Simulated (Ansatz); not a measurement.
# ClGeH5Si2: the cost of one run

Computed with Ansatz 0.2.0, driven from Python. Level of theory: MP2/def2-SVP.

## (1) Starting point

Bond lengths: Cl1–Si2 2.026 Å, Si2–Si3 2.181 Å, Si2–Ge4 2.311 Å, Si3–Ge4 2.253 Å, Si2–H5 1.488 Å, Si3–H6 1.481 Å, Si3–H7 1.524 Å, Ge4–H8 1.530 Å, Ge4–H9 1.633 Å. Angles (14 of 18 angles, heavy atoms first): Cl1–Si2–Si3 112.4°, Cl1–Si2–Ge4 113.2°, Si3–Si2–Ge4 60.1°, Si2–Si3–Ge4 62.8°, Si2–Ge4–Si3 57.1°, Cl1–Si2–H5 121.8°, Si3–Si2–H5 118.8°, Ge4–Si2–H5 115.1°, Si2–Si3–H6 116.2°, Si2–Si3–H7 115.4°, Ge4–Si3–H6 115.4°, Ge4–Si3–H7 111.9°, Si2–Ge4–H8 114.8°, Si2–Ge4–H9 112.5°.

clgeh5si2.xyz, read by the script:

```xyz
9

Cl   -1.91580    1.54400   -1.30310
Si   -0.36540    0.24420   -1.19700
Si    0.98540    0.69590    0.45410
Ge   -0.40200   -1.06120    0.70970
H     0.18240   -0.42310   -2.40910
H     0.65250    1.89110    1.26280
H     2.43050    0.25470    0.25510
H     0.20700   -2.45520    0.54510
H    -1.68590   -0.73680    1.66540
```

## (2) The code

Input file scan_clgeh5si2.py:

```python
'''Potential curve of ClGeH5Si2 along one bond.'''

import warnings

import ansatz as az
import matplotlib.pyplot as plt
import numpy as np

warnings.simplefilter('ignore', az.DeckWarning)

molecule = az.Crystal.molecule_from_extxyz('clgeh5si2.xyz')

symbols = [site.symbol for site in molecule.cartesian_sites]
start = np.array([site.position_ang for site in molecule.cartesian_sites])
axis = (start[5] - start[2]) / np.linalg.norm(start[5] - start[2])
moving = [5]
lengths, energies = [1.303, 1.363, 1.422, 1.481, 1.54, 1.599, 1.659, 1.748], []
for length in lengths:
    xyz = start.copy()
    xyz[moving] += (length - np.linalg.norm(start[5] - start[2])) * axis
    point = az.Crystal.molecule()
    for symbol, place in zip(symbols, xyz):
        point = point.atom(symbol, place.tolist())
    job = (
        point.calculation()
        .basis(gaussian='def2-SVP')
        .correlation('mp2', electrons='valence')
    )
    data = job.run(threads=1).report
    energies.append(data['free_energy_ev'])
    print(f'r = {length:6.3f} A  E = {energies[-1]:.5f} eV  <S^2> = {abs(data["mean_field"]["state"]["spin_squared"]):.3f}')

# quartic fit about the minimum
fit = np.polynomial.Polynomial.fit(lengths, np.array(energies) - min(energies), 4).convert()
roots = [r.real for r in fit.deriv().roots() if abs(r.imag) < 1e-9 and fit.deriv(2)(r.real) > 0]
r_e = min(roots, key=lambda r: abs(r - lengths[int(np.argmin(energies))]))
print(f'minimum of the fit at {r_e:.4f} A, force constant {fit.deriv(2)(r_e):.2f} eV/A^2')
plt.figure(figsize=(4.5, 3))
plt.plot(lengths, np.array(energies) - min(energies), 'o-')
plt.xlabel('bond length (A)')
plt.ylabel('E - E(min) (eV)')
plt.tight_layout()
plt.savefig('scan.png', dpi=100)
```

## (3) Running it

Launch:

```bash
> python scan_clgeh5si2.py
```

Q: Estimate wall time and peak memory on 1 thread of Arm Neoverse V2, shared host.

About 26 s, with a peak of 0.35 GiB.
